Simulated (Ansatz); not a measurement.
# The germanium atom (triplet): density functionals in def2-TZVPD, part 1 of 2

Aim: run the germanium atom (triplet) with a set of functionals in one basis and compare levels, spin and time.

Computed with Ansatz 0.2.0, Gaussian basis. Level: def2-TZVPD, all electrons in the functionals, frozen cores in the correlation of double hybrids and RPA.

The runs, in order: SPW92, PBE, BLYP, revPBE, r2SCAN, B97M-V, PBE0, B3LYP, r2SCANh, r2SCAN0, BHLYP, CAM-B3LYP, wB97X-V, wB97M-V, HSE06, B2PLYP, PBE-QIDH, RPA-PBE.

**1. The atom**

A free atom, in its lowest state of this spin that the program finds. No spin-orbit coupling is included. The filled d shell of Ge may be among the frozen orbitals whatever the setting's name suggests; the logs give the count.

1 atom, charge 0, spin multiplicity 3.

No dispersion term is added; B97M-V, wB97X-V, wB97M-V hold VV10 nonlocal correlation. B3LYP takes the VWN-RPA correlation. HSE06 is the plane-wave form.

**2. SPW92 (unrestricted)**

in.yaml reads:

```yaml
crystal:
  periodic: [false, false, false]
  atoms:
    - {symbol: Ge, position_ang: [0.000000, 0.000000, 0.000000]}
basis:
  gaussian: {orbitals: def2-TZVPD}
magnetization: {spin_polarized: true, initial_magnetization: 2}
hamiltonian: {xc: {name: SPW92}}
```

Started as:

```
> ansatz run in.yaml --threads 1 --pin off --events-out ev --progress --plain --max-ram 2393MiB
```

Standard output:

```text
Functional definition: SPW92
  name "SPW92"
  cite "Dirac, Proc. Camb. Phil. Soc. 26, 376 (1930) doi:10.1017/S0305004100016108"
  cite "Slater, Phys. Rev. 81, 385 (1951) doi:10.1103/PhysRev.81.385"
  cite "Perdew & Wang, Phys. Rev. B 45, 13244 (1992) doi:10.1103/PhysRevB.45.13244"
  exchange = slater_x
  correlation = pw_c
373 factors; their error is unknown
mean field evaluation 1: about -56429.2165 eV, gradient 1.3e1 eV
mean field evaluation 2: about -56429.1051 eV, gradient 1.6e1 eV
mean field evaluation 4: about -56429.4322 eV, gradient 1.7e0 eV
mean field evaluation 8: about -56429.4282 eV, gradient 1.8e0 eV
mean field evaluation 16: about -56429.3800 eV, gradient 3.0e0 eV
mean field evaluation 32: about -56429.4508 eV, gradient 1.9e-5 eV
mean field -56429.45083410 eV, -2073.7440688976 hartree, gradient 2.5e-5 eV, S^2 2.000967; 3 other end points of the search recorded, 0 dependent functions left out
reference -56429.45085358 eV, -2073.7440696135 hartree; 17, 15 occupied and 37, 39 virtual orbitals, 373 factors
Total energy: -56429.45085358 eV, -2073.7440696135 hartree
```

Wall time 0.63 s (1 thread of Arm Neoverse V2, shared host).

From the report: ⟨S²⟩ of the determinant 2.001 (pure triplet: 2.00).

**3. PBE (unrestricted)**

Edit in.yaml of step 2 so:

```diff
@@ -7,2 +7,3 @@
 magnetization: {spin_polarized: true, initial_magnetization: 2}
-hamiltonian: {xc: {name: SPW92}}
+hamiltonian: {xc: {name: PBE}}
+output: {orbitals: {seedname: orbitals}}
```

Same command.

Standard output:

```text
Functional definition: PBE
  name "PBE"
  cite "Perdew, Burke & Ernzerhof, Phys. Rev. Lett. 77, 3865 (1996) doi:10.1103/PhysRevLett.77.3865"
  parent pbe
  parameter kappa = 0.804
  parameter beta = 0.06672455060314922
  exchange = pbe_x(kappa = kappa, mu = beta*pi^2/3)
  correlation = pbe_c(beta = beta)
373 factors; their error is unknown
mean field evaluation 1: about -56507.0547 eV, gradient 1.1e1 eV
mean field evaluation 2: about -56507.0553 eV, gradient 1.2e1 eV
mean field evaluation 4: about -56507.2222 eV, gradient 1.5e-1 eV
mean field evaluation 8: about -56507.2184 eV, gradient 2.7e-5 eV
mean field evaluation 16: about -56507.1359 eV, gradient 3.1e0 eV
mean field -56507.21843893 eV, -2076.6019756624 hartree, gradient 2.7e-5 eV, S^2 2.002104; 1 other end points of the search recorded, 0 dependent functions left out
reference -56507.21846275 eV, -2076.6019765376 hartree; 17, 15 occupied and 37, 39 virtual orbitals, 373 factors
Total energy: -56507.21846275 eV, -2076.6019765376 hartree
```

Run time: 0.87 s. Hardware: 1 thread of Arm Neoverse V2, shared host.

From the report: ⟨S²⟩ of the determinant 2.002 (pure triplet: 2.00).

**4. BLYP (unrestricted)**

Edit in.yaml of step 3 so:

```diff
@@ -7,3 +7,2 @@
 magnetization: {spin_polarized: true, initial_magnetization: 2}
-hamiltonian: {xc: {name: PBE}}
-output: {orbitals: {seedname: orbitals}}
+hamiltonian: {xc: {name: BLYP}}
```

Launched as before.

Standard output:

```text
Functional definition: BLYP
  name "BLYP"
  cite "Becke, Phys. Rev. A 38, 3098 (1988) doi:10.1103/PhysRevA.38.3098"
  cite "Lee, Yang & Parr, Phys. Rev. B 37, 785 (1988) doi:10.1103/PhysRevB.37.785"
  parameter beta = 0.0042
  parameter a = 0.04918
  parameter b = 0.132
  parameter c = 0.2533
  parameter d = 0.349
  exchange = b88_x(beta = beta)
  correlation = lyp_c(a = a, b = b, c = c, d = d)
373 factors; their error is unknown
mean field evaluation 1: about -56517.3583 eV, gradient 1.2e1 eV
mean field evaluation 2: about -56517.2804 eV, gradient 1.4e1 eV
mean field evaluation 4: about -56517.5580 eV, gradient 6.7e-1 eV
mean field evaluation 8: about -56517.5581 eV, gradient 8.5e-4 eV
mean field evaluation 16: about -56517.5583 eV, gradient 5.2e-2 eV
mean field evaluation 32: about -56517.5581 eV, gradient 2.4e-5 eV
mean field -56517.55812281 eV, -2076.9819520366 hartree, gradient 2.9e-6 eV, S^2 2.001501; 3 other end points of the search recorded, 0 dependent functions left out
reference -56517.55831969 eV, -2076.9819592717 hartree; 17, 15 occupied and 37, 39 virtual orbitals, 373 factors
Total energy: -56517.55831969 eV, -2076.9819592717 hartree
```

Wall time 1.3 s (1 thread of Arm Neoverse V2, shared host).

From the report: ⟨S²⟩ of the determinant 2.002 (pure triplet: 2.00).

**5. revPBE (unrestricted)**

Edit in.yaml of step 4 so:

```diff
@@ -7,2 +7,2 @@
 magnetization: {spin_polarized: true, initial_magnetization: 2}
-hamiltonian: {xc: {name: BLYP}}
+hamiltonian: {xc: {name: revPBE}}
```

The command is unchanged.

Standard output:

```text
Functional definition: revPBE
  name "revPBE"
  cite "Zhang & Yang, Phys. Rev. Lett. 80, 890 (1998) doi:10.1103/PhysRevLett.80.890"
  cite "Perdew, Burke & Ernzerhof, Phys. Rev. Lett. 77, 3865 (1996) doi:10.1103/PhysRevLett.77.3865"
  parameter kappa = 1.245
  parameter beta = 0.06672455060314922
  exchange = pbe_x(kappa = kappa, mu = beta*pi^2/3)
  correlation = pbe_c(beta = beta)
373 factors; their error is unknown
mean field evaluation 1: about -56511.4094 eV, gradient 1.0e1 eV
mean field evaluation 2: about -56511.4164 eV, gradient 1.1e1 eV
mean field evaluation 4: about -56511.5612 eV, gradient 1.6e-1 eV
mean field evaluation 8: about -56511.5575 eV, gradient 1.0e-3 eV
mean field evaluation 16: about -56511.5575 eV, gradient 4.0e-5 eV
mean field -56511.55746127 eV, -2076.7614317924 hartree, gradient 4.4e-5 eV, S^2 2.002553; 2 other end points of the search recorded, 0 dependent functions left out
reference -56511.55749069 eV, -2076.7614328733 hartree; 17, 15 occupied and 37, 39 virtual orbitals, 373 factors
Total energy: -56511.55749069 eV, -2076.7614328733 hartree
```

Wall time 1.1 s (1 thread of Arm Neoverse V2, shared host).

From the report: ⟨S²⟩ of the determinant 2.003 (pure triplet: 2.00).

**6. r2SCAN (unrestricted)**

Edit in.yaml of step 5 so:

```diff
@@ -7,2 +7,2 @@
 magnetization: {spin_polarized: true, initial_magnetization: 2}
-hamiltonian: {xc: {name: revPBE}}
+hamiltonian: {xc: {name: r2SCAN}}
```

Launched as before.

Standard output:

```text
Functional definition: r2SCAN
  name "r2SCAN"
  cite "Furness, Kaplan, Ning, Perdew & Sun, J. Phys. Chem. Lett. 11, 8208 (2020) doi:10.1021/acs.jpclett.0c02405"
  cite "Furness, Kaplan, Ning, Perdew & Sun, J. Phys. Chem. Lett. 11, 9248 (2020) doi:10.1021/acs.jpclett.0c03077"
  parent r2scan
  parameter k0 = 0.174
  parameter k1 = 0.065
  parameter a1 = 4.9479
  exchange = r2scan_x(k0 = k0, k1 = k1, a1 = a1)
  correlation = r2scan_c
373 factors; their error is unknown
mean field evaluation 1: about -56515.3094 eV, gradient 7.2e0 eV
mean field evaluation 2: about -56515.3707 eV, gradient 7.0e0 eV
mean field evaluation 4: about -56515.4255 eV, gradient 2.1e-1 eV
mean field evaluation 8: about -56515.4245 eV, gradient 1.3e-3 eV
mean field evaluation 16: about -56515.4245 eV, gradient 1.1e-4 eV
mean field -56515.42448812 eV, -2076.9035424077 hartree, gradient 1.8e-5 eV, S^2 2.005176; 1 other end points of the search recorded, 0 dependent functions left out
reference -56515.42449584 eV, -2076.9035426915 hartree; 17, 15 occupied and 37, 39 virtual orbitals, 373 factors
Total energy: -56515.42449584 eV, -2076.9035426915 hartree
```

Wall time 2.4 s (1 thread of Arm Neoverse V2, shared host).

From the report: ⟨S²⟩ of the determinant 2.005 (pure triplet: 2.00).

**7. B97M-V (unrestricted)**

Edit in.yaml of step 6 so:

```diff
@@ -7,2 +7,2 @@
 magnetization: {spin_polarized: true, initial_magnetization: 2}
-hamiltonian: {xc: {name: r2SCAN}}
+hamiltonian: {xc: {name: B97M-V}}
```

Same command.

Standard output (excerpt; [...] marks lines left out):

```text
Functional definition: B97M-V
  name "B97M-V"
  cite "Mardirossian & Head-Gordon, J. Chem. Phys. 142, 074111 (2015) doi:10.1063/1.4907719"
  cite "Becke, J. Chem. Phys. 107, 8554 (1997) doi:10.1063/1.475007"
  cite "Vydrov & Van Voorhis, J. Chem. Phys. 133, 244103 (2010) doi:10.1063/1.3521275"
  # Of w^i u^j: cxij and so on, Table III.
[...]
  gx(w, u) = cx00 + cx01*u + cx02*u^2 + (cx10 + cx11*u)*w
  gss(w, u) = css00 + css02*u^2 + css10*w + (css32*w^3 + css42*w^4)*u^2
  gos(w, u) = cos00 + cos01*u + cos03*u^3 + cos10*w + cos32*w^3*u^2
[...]
      + integral(e_c_pw_mod_opposite_spin*gos(b97_w_opposite, b97_u_opposite)) + vv10(b, c)
373 factors; their error is unknown
[...]
mean field -56504.99618786 eV, -2076.5203094418 hartree, gradient 3.0e-5 eV, S^2 2.002927; 3 other end points of the search recorded, 0 dependent functions left out
reference -56504.99622028 eV, -2076.5203106333 hartree; 17, 15 occupied and 37, 39 virtual orbitals, 373 factors
Total energy: -56504.99622028 eV, -2076.5203106333 hartree
```

Run time: 4.1 s. Hardware: 1 thread of Arm Neoverse V2, shared host.

From the report: ⟨S²⟩ of the determinant 2.003 (pure triplet: 2.00).

**8. PBE0 (unrestricted)**

Edit in.yaml of step 7 so:

```diff
@@ -7,2 +7,3 @@
 magnetization: {spin_polarized: true, initial_magnetization: 2}
-hamiltonian: {xc: {name: B97M-V}}
+hamiltonian: {xc: {name: PBE0}}
+output: {orbitals: {seedname: orbitals}}
```

Same command.

Standard output:

```text
Functional definition: PBE0
  name "PBE0"
  cite "Adamo & Barone, J. Chem. Phys. 110, 6158 (1999) doi:10.1063/1.478522"
  cite "Perdew, Burke & Ernzerhof, Phys. Rev. Lett. 77, 3865 (1996) doi:10.1103/PhysRevLett.77.3865"
  parent pbe
  parameter a = 0.25
  parameter kappa = 0.804
  parameter beta = 0.06672455060314922
  exchange = (1 - a)*pbe_x(kappa = kappa, mu = beta*pi^2/3) + a*exact_x
  correlation = pbe_c(beta = beta)
338 factors; integrals over basis functions are off by at most 7.9e-5 eV
mean field evaluation 1: about -56508.5970 eV, gradient 6.1e0 eV
mean field evaluation 2: about -56508.6391 eV, gradient 5.3e0 eV
mean field evaluation 4: about -56508.6697 eV, gradient 6.7e-1 eV
mean field evaluation 8: about -56508.6711 eV, gradient 8.0e-3 eV
mean field -56508.67112684 eV, -2076.6553609583 hartree, gradient 4.0e-5 eV, S^2 2.003429; 0 other end points of the search recorded, 0 dependent functions left out
reference -56508.67114489 eV, -2076.6553616217 hartree; 17, 15 occupied and 37, 39 virtual orbitals, 338 factors
Total energy: -56508.67114489 eV, -2076.6553616217 hartree
```

Run time: 0.78 s. Hardware: 1 thread of Arm Neoverse V2, shared host.

From the report: ⟨S²⟩ of the determinant 2.003 (pure triplet: 2.00).

**9. B3LYP (unrestricted)**

Edit in.yaml of step 8 so:

```diff
@@ -7,3 +7,2 @@
 magnetization: {spin_polarized: true, initial_magnetization: 2}
-hamiltonian: {xc: {name: PBE0}}
-output: {orbitals: {seedname: orbitals}}
+hamiltonian: {xc: {name: B3LYP}}
```

Launched as before.

Standard output (excerpt; [...] marks lines left out):

```text
Functional definition: B3LYP
  name "B3LYP"
  cite "Stephens, Devlin, Chabalowski & Frisch, J. Phys. Chem. 98, 11623 (1994) doi:10.1021/j100096a001"
  cite "Becke, Phys. Rev. A 38, 3098 (1988) doi:10.1103/PhysRevA.38.3098"
  cite "Lee, Yang & Parr, Phys. Rev. B 37, 785 (1988) doi:10.1103/PhysRevB.37.785"
  cite "Vosko, Wilk & Nusair, Can. J. Phys. 58, 1200 (1980) doi:10.1139/p80-159"
[...]
338 factors; integrals over basis functions are off by at most 7.9e-5 eV
[...]
mean field -56517.10696283 eV, -2076.9653722129 hartree, gradient 2.3e-5 eV, S^2 2.002289; 1 other end points of the search recorded, 0 dependent functions left out
reference -56517.10710984 eV, -2076.9653776155 hartree; 17, 15 occupied and 37, 39 virtual orbitals, 338 factors
Total energy: -56517.10710984 eV, -2076.9653776155 hartree
```

Run time: 1.2 s. Hardware: 1 thread of Arm Neoverse V2, shared host.

From the report: ⟨S²⟩ of the determinant 2.002 (pure triplet: 2.00).

**10. r2SCANh (unrestricted)**

Edit in.yaml of step 9 so:

```diff
@@ -7,2 +7,2 @@
 magnetization: {spin_polarized: true, initial_magnetization: 2}
-hamiltonian: {xc: {name: B3LYP}}
+hamiltonian: {xc: {name: r2SCANh}}
```

Launched as before.

Standard output (excerpt; [...] marks lines left out):

```text
Functional definition: r2SCANh
  name "r2SCANh"
  cite "Bursch, Neugebauer, Ehlert & Grimme, J. Chem. Phys. 156, 134105 (2022) doi:10.1063/5.0086040"
  cite "Furness, Kaplan, Ning, Perdew & Sun, J. Phys. Chem. Lett. 11, 8208 (2020) doi:10.1021/acs.jpclett.0c02405"
  cite "Furness, Kaplan, Ning, Perdew & Sun, J. Phys. Chem. Lett. 11, 9248 (2020) doi:10.1021/acs.jpclett.0c03077"
  parent r2scan
[...]
338 factors; integrals over basis functions are off by at most 7.9e-5 eV
[...]
mean field -56515.24538191 eV, -2076.8969603762 hartree, gradient 8.4e-5 eV, S^2 2.005453; 1 other end points of the search recorded, 0 dependent functions left out
reference -56515.24538895 eV, -2076.8969606348 hartree; 17, 15 occupied and 37, 39 virtual orbitals, 338 factors
Total energy: -56515.24538895 eV, -2076.8969606348 hartree
```

Wall time 2.5 s (1 thread of Arm Neoverse V2, shared host).

From the report: ⟨S²⟩ of the determinant 2.005 (pure triplet: 2.00).

(Continued in part 2 of 2.)
